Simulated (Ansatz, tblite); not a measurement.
# Ge9H16 off sphere (Ge9H14O): charged states by level of theory

Aim: the energy of removing and adding an electron for Ge9H16 off sphere (Ge9H14O), by energy differences, and how well orbital energies stand in for it.

Computed with Ansatz 0.2.0, Gaussian basis. Level: as each input shows.

Levels to be run: charge +1 doublet, at the geometry of the singlet (PBE0-D4/def2-TZVP, PBE-D4/def2-TZVP, revPBE-D4/def2-TZVP); charge -1 doublet, at the geometry of the singlet (PBE0-D4/def2-TZVP, PBE-D4/def2-TZVP, revPBE-D4/def2-TZVP); the starting singlet's energies come from earlier runs.

## 1. The relaxed structure

The geometry is that of the singlet, from an earlier relaxation (PBE-D4/def2-SVP).

24 atoms, charge 0, spin multiplicity 1.

Atoms are counted from 1 here; the program's logs count them from 0.

Bond lengths: Ge1–Ge6 2.454 Å, Ge1–Ge7 2.475 Å, Ge1–H11 1.553 Å, Ge1–H12 1.558 Å, Ge2–Ge6 2.446 Å, Ge2–Ge8 2.444 Å, Ge2–H13 1.556 Å, Ge2–H14 1.556 Å, Ge3–Ge6 2.448 Å, Ge3–Ge9 2.448 Å, Ge3–H15 1.557 Å, Ge3–H16 1.557 Å, Ge4–Ge7 2.475 Å, Ge4–Ge9 2.454 Å, Ge4–H17 1.558 Å, Ge4–H18 1.553 Å, Ge5–Ge8 2.444 Å, Ge5–Ge9 2.446 Å and more. Angles: Ge6–Ge1–Ge7 109.1°, Ge6–Ge1–H11 112.0°, Ge6–Ge1–H12 109.1°, Ge7–Ge1–H11 109.6°, Ge7–Ge1–H12 107.8°, H11–Ge1–H12 109.1°, Ge6–Ge2–Ge8 109.6°, Ge6–Ge2–H13 109.6°, Ge6–Ge2–H14 109.1°, Ge8–Ge2–H13 110.6°, Ge8–Ge2–H14 109.6°, H13–Ge2–H14 108.2°, Ge6–Ge3–Ge9 110.8°, Ge6–Ge3–H15 110.0°, Ge6–Ge3–H16 108.9°, Ge9–Ge3–H15 110.0°, Ge9–Ge3–H16 108.9°, H15–Ge3–H16 108.1° and more.

## 2. Charge +1 doublet at the fixed geometry, PBE0-D4/def2-TZVP

Contents of in.yaml:

```yaml
crystal:
  periodic: [false, false, false]
  atoms:
    - {symbol: Ge, position_ang: [0.319286, -2.928867, -0.008263]}
    - {symbol: Ge, position_ang: [0.302645, -0.049422, -2.788035]}
    - {symbol: Ge, position_ang: [-2.496829, -0.090566, 0.082399]}
    - {symbol: Ge, position_ang: [0.307595, 0.012183, 2.931019]}
    - {symbol: Ge, position_ang: [0.295936, 2.787805, 0.048613]}
    - {symbol: Ge, position_ang: [-1.102194, -1.473239, -1.379643]}
    - {symbol: Ge, position_ang: [1.651441, -1.533908, 1.542623]}
    - {symbol: Ge, position_ang: [1.694663, 1.379096, -1.376351]}
    - {symbol: Ge, position_ang: [-1.111772, 1.377700, 1.467982]}
    - {symbol: O, position_ang: [3.317445, -1.561386, 1.574388]}
    - {symbol: H, position_ang: [1.271214, -3.798069, -0.875227]}
    - {symbol: H, position_ang: [-0.586036, -3.863428, 0.849099]}
    - {symbol: H, position_ang: [1.186679, -0.937012, -3.710949]}
    - {symbol: H, position_ang: [-0.608248, 0.833718, -3.688958]}
    - {symbol: H, position_ang: [-3.384111, -0.995904, 0.985881]}
    - {symbol: H, position_ang: [-3.437806, 0.784328, -0.797107]}
    - {symbol: H, position_ang: [-0.599051, -0.847626, 3.862007]}
    - {symbol: H, position_ang: [1.252422, 0.883131, 3.803907]}
    - {symbol: H, position_ang: [-0.612918, 3.688199, -0.837156]}
    - {symbol: H, position_ang: [1.176139, 3.711275, 0.939429]}
    - {symbol: H, position_ang: [-2.018227, -2.376925, -2.263775]}
    - {symbol: H, position_ang: [2.627889, 2.260180, -2.255277]}
    - {symbol: H, position_ang: [2.587647, 0.477712, -0.472924]}
    - {symbol: H, position_ang: [-2.033821, 2.260994, 2.366317]}
basis:
  gaussian: {orbitals: def2-TZVP, fitting: {mean_field: def2-universal-jkfit}}
total_charge: 1
magnetization: {spin_polarized: true, initial_magnetization: 1}
hamiltonian: {xc: pbe0, dispersion: d4}
scf: {omitted_lower_state_checks: [starts]}
output: {orbitals: {seedname: orbitals}}
```

The run is started by

```
$ ansatz run in.yaml --threads 2 --pin off --events-out ev --progress --plain --max-ram 32768MiB --backend cuda --devices 0, --max-vram 18GiB
```

The log of the run:

```text
Functional definition: PBE0
  name "PBE0"
  cite "Adamo & Barone, J. Chem. Phys. 110, 6158 (1999) doi:10.1063/1.478522"
  cite "Perdew, Burke & Ernzerhof, Phys. Rev. Lett. 77, 3865 (1996) doi:10.1103/PhysRevLett.77.3865"
  parent pbe
  parameter a = 0.25
  parameter kappa = 0.804
  parameter beta = 0.06672455060314922
  exchange = (1 - a)*pbe_x(kappa = kappa, mu = beta*pi^2/3) + a*exact_x
  correlation = pbe_c(beta = beta)
these checks for a lower state are left out or cut short: starts
2723 factors; integrals over basis functions are off by at most 8.8e-1 eV
mean field evaluation 1: about -510855.2314 eV, gradient 6.2e1 eV
mean field evaluation 2: about -510665.1257 eV, gradient 1.5e2 eV
mean field evaluation 4: about -510867.2793 eV, gradient 1.8e1 eV
mean field evaluation 8: about -510869.2831 eV, gradient 1.6e0 eV
mean field evaluation 16: about -510869.2814 eV, gradient 3.6e-3 eV
mean field -510869.28143916 eV, -18774.0998132531 hartree, gradient 5.5e-5 eV, S^2 0.763947; 0 other end points of the search recorded, 0 dependent functions left out
reference -510869.28149433 eV, -18774.0998152804 hartree; 155, 154 occupied and 392, 393 virtual orbitals, 2723 factors
Total energy: -510870.30371981 eV, -18774.1373813739 hartree
Checks for a lower state left out: starts
```

Wall time 8.5 s (1 × H100 (card shared with other runs) with 2 threads of AMD EPYC 7R13, shared host); peak host memory 1.1 GiB.

HOMO -10.92 eV, LUMO -9.24 eV (over both spins); ⟨S²⟩ 0.764 (pure: 0.75).

## 3. Charge +1 doublet at the fixed geometry, PBE-D4/def2-TZVP

start.molden holds the orbitals of an earlier run on this state, given as this run's starting guess.

Changes to in.yaml since step 2:

```diff
@@ -28,6 +28,6 @@
 basis:
-  gaussian: {orbitals: def2-TZVP, fitting: {mean_field: def2-universal-jkfit}}
+  gaussian: {orbitals: def2-TZVP, fitting: {mean_field: def2-universal-jkfit}, initial_orbitals: start.molden}
 total_charge: 1
 magnetization: {spin_polarized: true, initial_magnetization: 1}
-hamiltonian: {xc: pbe0, dispersion: d4}
+hamiltonian: {xc: pbe, dispersion: d4}
 scf: {omitted_lower_state_checks: [starts]}
```

The command is unchanged.

The log of the run:

```text
Functional definition: PBE
  name "PBE"
  cite "Perdew, Burke & Ernzerhof, Phys. Rev. Lett. 77, 3865 (1996) doi:10.1103/PhysRevLett.77.3865"
  parent pbe
  parameter kappa = 0.804
  parameter beta = 0.06672455060314922
  exchange = pbe_x(kappa = kappa, mu = beta*pi^2/3)
  correlation = pbe_c(beta = beta)
these checks for a lower state are left out or cut short: starts
2723 factors; integrals over basis functions are off by at most 8.8e-1 eV
mean field evaluation 1: about -510855.5575 eV, gradient 1.7e1 eV
mean field evaluation 2: about -510856.1373 eV, gradient 8.1e-1 eV
mean field evaluation 4: about -510856.1716 eV, gradient 6.2e-1 eV
mean field evaluation 8: about -510856.1550 eV, gradient 1.2e-2 eV
mean field evaluation 16: about -510856.1550 eV, gradient 1.3e-4 eV
mean field -510856.15502622 eV, -18773.6174264751 hartree, gradient 1.3e-6 eV, S^2 0.754440; 0 other end points of the search recorded, 0 dependent functions left out
reference -510856.15510164 eV, -18773.6174292466 hartree; 155, 154 occupied and 392, 393 virtual orbitals, 2723 factors
Total energy: -510857.28996138 eV, -18773.6591345728 hartree
Checks for a lower state left out: starts
```

It took 8.5 s on 1 × H100 (card shared with other runs) with 2 threads of AMD EPYC 7R13, shared host; peak host memory 1.1 GiB.

HOMO -10.04 eV, LUMO -9.96 eV (over both spins); ⟨S²⟩ 0.754 (pure: 0.75).

## 4. Charge +1 doublet at the fixed geometry, revPBE-D4/def2-TZVP

Changes to in.yaml since step 3:

```diff
@@ -31,3 +31,3 @@
 magnetization: {spin_polarized: true, initial_magnetization: 1}
-hamiltonian: {xc: pbe, dispersion: d4}
+hamiltonian: {xc: {name: revPBE}, dispersion: d4}
 scf: {omitted_lower_state_checks: [starts]}
```

Same command.

The log of the run:

```text
Functional definition: revPBE
  name "revPBE"
  cite "Zhang & Yang, Phys. Rev. Lett. 80, 890 (1998) doi:10.1103/PhysRevLett.80.890"
  cite "Perdew, Burke & Ernzerhof, Phys. Rev. Lett. 77, 3865 (1996) doi:10.1103/PhysRevLett.77.3865"
  parameter kappa = 1.245
  parameter beta = 0.06672455060314922
  exchange = pbe_x(kappa = kappa, mu = beta*pi^2/3)
  correlation = pbe_c(beta = beta)
these checks for a lower state are left out or cut short: starts
2723 factors; integrals over basis functions are off by at most 8.8e-1 eV
mean field evaluation 1: about -510895.2073 eV, gradient 1.6e1 eV
mean field evaluation 2: about -510895.6971 eV, gradient 7.0e-1 eV
mean field evaluation 4: about -510895.7237 eV, gradient 6.3e-1 eV
mean field evaluation 8: about -510895.7071 eV, gradient 6.4e-4 eV
mean field -510895.70706787 eV, -18775.0709371962 hartree, gradient 6.0e-6 eV, S^2 0.754993; 0 other end points of the search recorded, 0 dependent functions left out
reference -510895.70716175 eV, -18775.0709406463 hartree; 155, 154 occupied and 392, 393 virtual orbitals, 2723 factors
Total energy: -510897.97489217 eV, -18775.1542782022 hartree
Checks for a lower state left out: starts
```

It took 7 s on 1 × H100 (card shared with other runs) with 2 threads of AMD EPYC 7R13, shared host; peak host memory 1.2 GiB.

HOMO -9.97 eV, LUMO -9.91 eV (over both spins); ⟨S²⟩ 0.755 (pure: 0.75).

## 5. Vertical ionisation energy

Charged state less starting state, singlet to doublet; the starting state's energies are those of its earlier runs.

| level | vertical ionisation energy (eV) | time |
| --- | --- | --- |
| PBE-D4/def2-TZVP | +7.88 | 13 s |
| revPBE-D4/def2-TZVP | +7.88 | 13 s |
| PBE0-D4/def2-TZVP | +8.04 | 15 s |

Times add the two runs; a level without a time comes out of a correlated run.

Beside −ε(HOMO) of the starting state:

| level | −ε(HOMO) (eV) | by difference (eV) | mismatch (eV) |
| --- | --- | --- | --- |
| PBE-D4/def2-TZVP | 5.56 | 7.88 | -2.32 |
| revPBE-D4/def2-TZVP | 5.49 | 7.88 | -2.39 |
| PBE0-D4/def2-TZVP | 6.75 | 8.04 | -1.28 |

## 6. Charge -1 doublet at the fixed geometry, PBE0-D4/def2-TZVP

Changes to in.yaml since step 4:

```diff
@@ -28,6 +28,6 @@
 basis:
-  gaussian: {orbitals: def2-TZVP, fitting: {mean_field: def2-universal-jkfit}, initial_orbitals: start.molden}
-total_charge: 1
+  gaussian: {orbitals: def2-TZVP, fitting: {mean_field: def2-universal-jkfit}}
+total_charge: -1
 magnetization: {spin_polarized: true, initial_magnetization: 1}
-hamiltonian: {xc: {name: revPBE}, dispersion: d4}
+hamiltonian: {xc: pbe0, dispersion: d4}
 scf: {omitted_lower_state_checks: [starts]}
```

Same command.

The log of the run, shortened:

```text
Functional definition: PBE0
  name "PBE0"
  cite "Adamo & Barone, J. Chem. Phys. 110, 6158 (1999) doi:10.1063/1.478522"
  cite "Perdew, Burke & Ernzerhof, Phys. Rev. Lett. 77, 3865 (1996) doi:10.1103/PhysRevLett.77.3865"
  parent pbe
[...]
2723 factors; integrals over basis functions are off by at most 8.8e-1 eV
[...]
mean field -510878.59924719 eV, -18774.4422363822 hartree, gradient 7.6e-5 eV, S^2 0.755945; 0 other end points of the search recorded, 0 dependent functions left out
reference -510878.59930197 eV, -18774.4422383953 hartree; 156, 155 occupied and 391, 392 virtual orbitals, 2723 factors
Total energy: -510879.71297745 eV, -18774.4831652143 hartree
Checks for a lower state left out: starts
```

Wall time 7.5 s (1 × H100 (card shared with other runs) with 2 threads of AMD EPYC 7R13, shared host); peak host memory 1.1 GiB.

Report: HOMO -0.03 eV, LUMO 2.05 eV (over both spins); ⟨S²⟩ 0.756 (pure: 0.75).

## 7. Charge -1 doublet at the fixed geometry, PBE-D4/def2-TZVP

Changes to in.yaml since step 6:

```diff
@@ -28,6 +28,6 @@
 basis:
-  gaussian: {orbitals: def2-TZVP, fitting: {mean_field: def2-universal-jkfit}}
+  gaussian: {orbitals: def2-TZVP, fitting: {mean_field: def2-universal-jkfit}, initial_orbitals: start.molden}
 total_charge: -1
 magnetization: {spin_polarized: true, initial_magnetization: 1}
-hamiltonian: {xc: pbe0, dispersion: d4}
+hamiltonian: {xc: pbe, dispersion: d4}
 scf: {omitted_lower_state_checks: [starts]}
```

Same command.

The log of the run:

```text
Functional definition: PBE
  name "PBE"
  cite "Perdew, Burke & Ernzerhof, Phys. Rev. Lett. 77, 3865 (1996) doi:10.1103/PhysRevLett.77.3865"
  parent pbe
  parameter kappa = 0.804
  parameter beta = 0.06672455060314922
  exchange = pbe_x(kappa = kappa, mu = beta*pi^2/3)
  correlation = pbe_c(beta = beta)
these checks for a lower state are left out or cut short: starts
2723 factors; integrals over basis functions are off by at most 8.8e-1 eV
mean field evaluation 1: about -510864.7437 eV, gradient 1.7e1 eV
mean field evaluation 2: about -510865.2793 eV, gradient 6.6e-1 eV
mean field evaluation 4: about -510865.2708 eV, gradient 6.2e-2 eV
mean field evaluation 8: about -510865.2708 eV, gradient 2.3e-5 eV
mean field -510865.27082053 eV, -18773.9524257368 hartree, gradient 2.3e-5 eV, S^2 0.752765; 0 other end points of the search recorded, 0 dependent functions left out
reference -510865.27089073 eV, -18773.9524283168 hartree; 156, 155 occupied and 391, 392 virtual orbitals, 2723 factors
Total energy: -510866.50774139 eV, -18773.9978817401 hartree
Checks for a lower state left out: starts
```

It took 7.5 s on 1 × H100 (card shared with other runs) with 2 threads of AMD EPYC 7R13, shared host; peak host memory 1.1 GiB.

Report: HOMO 0.67 eV, LUMO 1.28 eV (over both spins); ⟨S²⟩ 0.753 (pure: 0.75). Doubts: highest occupied level lies above zero.

## 8. Charge -1 doublet at the fixed geometry, revPBE-D4/def2-TZVP

Changes to in.yaml since step 7:

```diff
@@ -31,3 +31,3 @@
 magnetization: {spin_polarized: true, initial_magnetization: 1}
-hamiltonian: {xc: pbe, dispersion: d4}
+hamiltonian: {xc: {name: revPBE}, dispersion: d4}
 scf: {omitted_lower_state_checks: [starts]}
```

The command is unchanged.

The log of the run:

```text
Functional definition: revPBE
  name "revPBE"
  cite "Zhang & Yang, Phys. Rev. Lett. 80, 890 (1998) doi:10.1103/PhysRevLett.80.890"
  cite "Perdew, Burke & Ernzerhof, Phys. Rev. Lett. 77, 3865 (1996) doi:10.1103/PhysRevLett.77.3865"
  parameter kappa = 1.245
  parameter beta = 0.06672455060314922
  exchange = pbe_x(kappa = kappa, mu = beta*pi^2/3)
  correlation = pbe_c(beta = beta)
these checks for a lower state are left out or cut short: starts
2723 factors; integrals over basis functions are off by at most 8.8e-1 eV
mean field evaluation 1: about -510904.2592 eV, gradient 1.6e1 eV
mean field evaluation 2: about -510904.7038 eV, gradient 5.6e-1 eV
mean field evaluation 4: about -510904.6928 eV, gradient 6.1e-2 eV
mean field evaluation 8: about -510904.6928 eV, gradient 1.8e-5 eV
mean field -510904.69281062 eV, -18775.4011571514 hartree, gradient 1.8e-5 eV, S^2 0.753342; 0 other end points of the search recorded, 0 dependent functions left out
reference -510904.69289833 eV, -18775.4011603747 hartree; 156, 155 occupied and 391, 392 virtual orbitals, 2723 factors
Total energy: -510907.20183664 eV, -18775.4933621570 hartree
Checks for a lower state left out: starts
```

Wall time 6 s (1 × H100 (card shared with other runs) with 2 threads of AMD EPYC 7R13, shared host); peak host memory 1.1 GiB.

HOMO 0.72 eV, LUMO 1.40 eV (over both spins); ⟨S²⟩ 0.753 (pure: 0.75). Doubts: highest occupied level lies above zero.

## 9. Vertical electron affinity

Starting state less charged state (positive: the electron is bound), singlet to doublet; the starting state's energies are those of its earlier runs.

| level | vertical electron affinity (eV) | time |
| --- | --- | --- |
| PBE-D4/def2-TZVP | +1.34 | 12 s |
| revPBE-D4/def2-TZVP | +1.35 | 12 s |
| PBE0-D4/def2-TZVP | +1.37 | 14 s |

Times add the two runs; a level without a time comes out of a correlated run.

Beside −ε(LUMO) of the starting state:

| level | −ε(LUMO) (eV) | by difference (eV) | mismatch (eV) |
| --- | --- | --- | --- |
| PBE-D4/def2-TZVP | 3.28 | 1.34 | +1.94 |
| revPBE-D4/def2-TZVP | 3.19 | 1.35 | +1.83 |
| PBE0-D4/def2-TZVP | 2.59 | 1.37 | +1.21 |

## 10. Summary of results

| quantity | value |
| --- | --- |
| vertical ionisation energy, functionals in def2-TZVP | 7.88 (revPBE-D4) to 8.04 eV (PBE0-D4) |
| vertical electron affinity, functionals in def2-TZVP | 1.34 (PBE-D4) to 1.37 eV (PBE0-D4) |

In words: The vertical ionisation energy spans 7.88 to 8.04 eV over the functionals. −ε(HOMO) misses the level's own difference by -1.28 eV at best (PBE0-D4) and -2.39 eV at worst (revPBE-D4). The vertical electron affinity spans 1.34 to 1.37 eV over the functionals. The anion's highest level lies above zero where self-interaction lifts it, so diffuse functions weigh on these values. −ε(LUMO) misses the level's own difference by +1.21 eV at best (PBE0-D4) and +1.94 eV at worst (PBE-D4).

The anion's highest level is positive in at least one run, so there the basis alone may hold the extra electron.
